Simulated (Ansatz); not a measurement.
HPbNO4:

```xyz
7
Lattice="3.8571 0.0018 -0.0366 0.1735 4.3344 -0.0165 0.7580 0.8387 5.8766" Properties=species:S:1:pos:R:3 pbc="T T T"
H     2.6784    4.0493    1.1289
Pb    3.2640    2.7055    5.3570
N     3.1776    1.4531    2.9117
O     1.3252    2.6900    4.5562
O     2.9731    4.6255    2.8902
O     2.3661    4.0462    0.1903
O     3.3249    2.1006    1.8421
```

The cell was built by a generator and needn't be a form met in nature.

Base run:

```yaml
Program: Ansatz 0.2.0
Functional: PBE
Potentials_or_basis: Ansatz PAW
Cutoff: 420 eV
Density_cutoff: 1680 eV
k_mesh: 5 × 5 × 4
Occupations: fermi-dirac, width 0.05 eV
Spin: spin-orbit coupling, no magnetisation
```

Its results: band gap on the k mesh 0.24 eV, indirect (least direct gap 0.45 eV); pressure -0.2 GPa; largest force 0.047 eV/Å.

Problem. The run is repeated on the same cell with these changes: functional from PBE to r2SCAN; cutoff from 420 eV to 500 eV; density cutoff from 1680 eV to 2000 eV. What comes out?

Solution. Band gap on the k mesh 0.26 eV, indirect (least direct gap 0.46 eV); pressure -4.4 GPa; largest force 0.597 eV/Å.

Caveats: the PAW data sets come from PBE, with cores solved anew for the run's functional, which leaves a small shift of forces and pressure (some runs).

Not every run made on this cell is shown here.
